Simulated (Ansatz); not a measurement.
**ClFH4N2Si: how energies converge with the basis set**

One table from this session's results is given with a row withheld; the runs are named, their logs left out.

Program: Ansatz 0.2.0, Gaussian basis. Level of theory: one geometry, several basis sets. These are calculated values, not measurements.

Levels to be run: PBE0-D4/def2-SVP; ωB97M-V/def2-SVP; PBE0-D4/def2-QZVPP; ωB97M-V/def2-QZVPP; the functionals' def2-TZVPP values are taken from earlier runs.

### The geometry

An earlier PBE0-D4 in a triple-zeta def2 set relaxation fixed the geometry.

SMILES `N[Si](N)(F)Cl`, 9 atoms, charge 0, spin multiplicity 1.

Atoms are counted from 1 here; the program's logs count them from 0.

Bond lengths: N1–Si2 1.688 Å, N1–H6 1.006 Å, N1–H7 1.007 Å, Si2–N3 1.684 Å, Si2–F4 1.593 Å, Si2–Cl5 2.053 Å, N3–H8 1.006 Å, N3–H9 1.005 Å. Angles: Si2–N1–H6 120.4°, Si2–N1–H7 120.4°, H6–N1–H7 112.2°, N1–Si2–N3 109.6°, N1–Si2–F4 104.4°, N1–Si2–Cl5 117.1°, N3–Si2–F4 116.4°, N3–Si2–Cl5 105.5°, F4–Si2–Cl5 104.2°, Si2–N3–H8 121.2°, Si2–N3–H9 121.8°, H8–N3–H9 113.1°.

Set-up of the first run:

Input file in.yaml:

```yaml
crystal:
  periodic: [false, false, false]
  atoms:
    - {symbol: N, position_ang: [-1.103438, 0.512564, -0.802398]}
    - {symbol: Si, position_ang: [0.413721, -0.007873, -0.276117]}
    - {symbol: N, position_ang: [0.278159, -0.677898, 1.262924]}
    - {symbol: F, position_ang: [0.921677, -0.982262, -1.429205]}
    - {symbol: Cl, position_ang: [1.890326, 1.411096, -0.127004]}
    - {symbol: H, position_ang: [-1.655760, 1.131665, -0.233138]}
    - {symbol: H, position_ang: [-1.287441, 0.634505, -1.784505]}
    - {symbol: H, position_ang: [-0.423915, -1.367732, 1.471865]}
    - {symbol: H, position_ang: [1.054973, -0.700365, 1.900478]}
basis:
  gaussian: {orbitals: def2-SVP}
hamiltonian: {xc: pbe0, dispersion: d4}
output: {orbitals: {seedname: orbitals}}
```

Among the steps run: PBE0-D4 in def2-SVP; ωB97M-V in def2-SVP; PBE0-D4 in def2-QZVPP; ωB97M-V in def2-QZVPP.

One of the session's tables, all rows but one given; the rest of the session is left out.

| functional | basis | HOMO (eV) | LUMO (eV) |
| --- | --- | --- | --- |
| PBE0-D4 | def2-SVP | -7.79 | 1.39 |
| PBE0-D4 | def2-TZVPP | ? | ? |
| PBE0-D4 | def2-QZVPP | -8.10 | 0.26 |
| ωB97M-V | def2-SVP | -10.14 | 3.02 |
| ωB97M-V | def2-TZVPP | -10.40 | 2.10 |
| ωB97M-V | def2-QZVPP | -10.47 | 1.46 |

**Question.** Estimate the row for PBE0-D4, def2-TZVPP.

**Answer.** HOMO (eV): -8.04; LUMO (eV): 0.68. In the column «HOMO (eV)» it lies between PBE0-D4, def2-QZVPP (-8.10) and PBE0-D4, def2-SVP (-7.79).
